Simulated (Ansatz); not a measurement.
# KCaHfSbO6: the cost of one run

Computed with Ansatz 0.2.0 (DFT PBEsol, scalar-relativistic, plane waves, PAW, unless a step's input says otherwise).

## Step 1: Starting point

The structure is cubic, space group F-43m (No. 216). The conventional cell has a = 8.111 Å, b = 8.111 Å, c = 8.111 Å, α = 90.00°, β = 90.00°, γ = 90.00°. Around K (site symmetry -43m) lie 12 O at 2.87 Å. Around Ca (site symmetry -43m) lie 12 O at 2.87 Å. Hf (site symmetry -43m) has 6 O at 2.06 Å as nearest neighbours. Sb (site symmetry -43m) is surrounded by 6 O at 1.99 Å. O (site symmetry 2mm) has 1 Sb at 1.99 Å and 1 Hf at 2.06 Å and 2 K at 2.87 Å and 2 Ca at 2.87 Å as nearest neighbours.

Coordinates:

```xyz
10
Lattice="0.0000 4.0555 4.0555 4.0555 0.0000 4.0555 4.0555 4.0555 0.0000" Properties=species:S:1:pos:R:3 pbc="T T T"
K     2.0277    2.0277    2.0277
Ca    6.0832    6.0832    6.0832
Hf    0.0000    0.0000    0.0000
Sb    4.0555    4.0555    4.0555
O     2.0632    4.0555    4.0555
O     6.0478    4.0555    4.0555
O     4.0555    4.0555    6.0478
O     4.0555    4.0555    2.0632
O     4.0555    2.0632    4.0555
O     4.0555    6.0478    4.0555
```

The structure comes from the Materials Project (structure only).

(A quick probe on a coarse mesh, which set the mesh and smearing, is not shown.)

## Step 3: Full relaxation

Contents of input.yaml:

```yaml
crystal:
  lattice:
    - [0.0, 4.05547103, 4.05547103]
    - [4.05547103, 0.0, 4.05547103]
    - [4.05547103, 4.05547103, 0.0]
  atoms:
    - { symbol: K, position: [0.25, 0.25, 0.25] }
    - { symbol: Ca, position: [0.75, 0.75, 0.75] }
    - { symbol: Hf, position: [0.0, 0.0, 0.0] }
    - { symbol: Sb, position: [0.5, 0.5, 0.5] }
    - { symbol: O, position: [0.74563283, 0.25436717, 0.25436717] }
    - { symbol: O, position: [0.25436717, 0.74563283, 0.74563283] }
    - { symbol: O, position: [0.74563283, 0.74563283, 0.25436717] }
    - { symbol: O, position: [0.25436717, 0.25436717, 0.74563283] }
    - { symbol: O, position: [0.25436717, 0.74563283, 0.25436717] }
    - { symbol: O, position: [0.74563283, 0.25436717, 0.74563283] }
basis:
  ecutwfc: 420
kpoints:
  mp_grid: { grid: [6, 6, 6] }
hamiltonian:
  xc: pbesol
scf:
  occupations: { method: gaussian, width: 0.02 }
output:
  forces: true
  stress: true
  eigenvalues: true
relax:
  adjacent_minimum: "off"
  f_tol: 0.005
  max_steps: 80
  cell: { stress_tol: 0.05 }
```

Started as:

```bash
> ansatz run input.yaml --threads 2 --pin off --max-ram 5120MiB --backend cpu --events-out ev --progress --plain --runs-dir out
```

Q: Estimate wall time and peak memory on 2 threads of Arm Neoverse V1, shared host.

About 50 s, with a peak of 0.49 GiB.
